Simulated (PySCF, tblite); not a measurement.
# C4H11ClSSi2: geometry, infrared bands and NMR shifts

What infrared bands and NMR shifts should C4H11ClSSi2 (`[SiH3]CS[Si@@H](Cl)C1CC1`) show?

The runs use tblite 0.8.0 and PySCF 2.14.0, with density-fitted response routines of our own; the level of theory stands in each step. All values are computed, except where a source is named. Atoms are numbered from 0 throughout.

## (1) Starting geometry

19 atoms, charge 0, multiplicity 1; geometry from: force field or distance geometry start.

Bonds of the start (Å): Si0–C1 1.84, C1–S2 1.83, S2–Si3 2.14, Si3–Cl4 2.06, Si3–C5 1.87, C5–C6 1.51, C6–C7 1.51, C7–C5 1.52, Si0–H8 1.48, Si0–H9 1.50, Si0–H10 1.48, C1–H11 1.10, C1–H12 1.09, Si3–H13 1.47, C5–H14 1.08, C6–H15 1.08, C6–H16 1.08, C7–H17 1.08, C7–H18 1.08.

## (2) Geometry optimisation with GFN2-xTB

The job: settings as JSON, then the geometry in Å.

```
{"job": {"kind": "relax", "xc": "GFN2-xTB", "basis": "xTB"}, "charge": 0, "multiplicity": 1}
Si    -3.252600     0.340100    -1.052300
C     -2.637400    -1.015500     0.026200
S     -0.889000    -1.432700    -0.321000
Si     0.276200     0.011800     0.754000
Cl    -0.185500    -0.123300     2.757400
C      2.079100    -0.400200     0.511400
C      2.799700     0.102600    -0.718900
C      3.124200     0.695000     0.634900
H     -3.152000    -0.009400    -2.491300
H     -4.692000     0.622600    -0.741900
H     -2.499000     1.594100    -0.816400
H     -2.758400    -0.779100     1.097200
H     -3.226600    -1.923200    -0.137200
H     -0.054100     1.370500     0.295800
H      2.351200    -1.374700     0.881800
H      2.279600     0.729500    -1.420800
H      3.539200    -0.549500    -1.167100
H      2.814900     1.710900     0.814400
H      4.072500     0.439800     1.086400
```

Started as:

```bash
$ OMP_NUM_THREADS=1 python probes_run.py task.json out
```

One launch serves the whole session: the jobs run in the order shown.

**Question.** This job is followed by: GFN2-xTB harmonic vibrations, gas phase; GIAO PBE0/pcSseg-1 NMR shielding, non-relativistic, gas phase. Predict these results of the whole session: strongest single infrared mode (GFN2-xTB); zero-point energy (GFN2-xTB); 13C shifts against TMS (PBE0/pcSseg-1); 1H shifts against TMS (PBE0/pcSseg-1, means over atoms taken as alike); 29Si shifts against TMS (PBE0/pcSseg-1); 33S shifts against CS2 (PBE0/pcSseg-1); 35Cl shifts against HCl (PBE0/pcSseg-1).

As calculated:

| quantity | value |
| --- | --- |
| strongest single infrared mode (GFN2-xTB) | 786 cm⁻¹, 338 km/mol |
| zero-point energy (GFN2-xTB) | 84.1 kcal/mol |
| 13C shifts against TMS (PBE0/pcSseg-1) | 8.3, 4.4, 3.2, 2.7 ppm |
| 1H shifts against TMS (PBE0/pcSseg-1, means over atoms taken as alike) | 5.25, 3.92, 2.24, 1.89, 0.80, 0.73, 0.41, 0.35, 0.12 ppm |
| 29Si shifts against TMS (PBE0/pcSseg-1) | 22.1, -74.1 ppm |
| 33S shifts against CS2 (PBE0/pcSseg-1) | -137 ppm |
| 35Cl shifts against HCl (PBE0/pcSseg-1) | 7 ppm |

The optimisation took 133 steps and gained 0.161 eV; among the close pairs (by a distance rule), Si0–C1 changed most, from 1.838 to 1.904 Å. All 51 modes are real, so the xTB geometry is a minimum. The strongest single mode, at 786 cm⁻¹, is carried by H10, H9, Si0. GFN2-xTB is a fitted tight-binding method: band positions and strengths are rough. Its intensities can rank the bands wrongly. At PBE0/pcSseg-1: Shielding is most anisotropic at S2 (span 195 ppm, paramagnetic term -421 ppm).
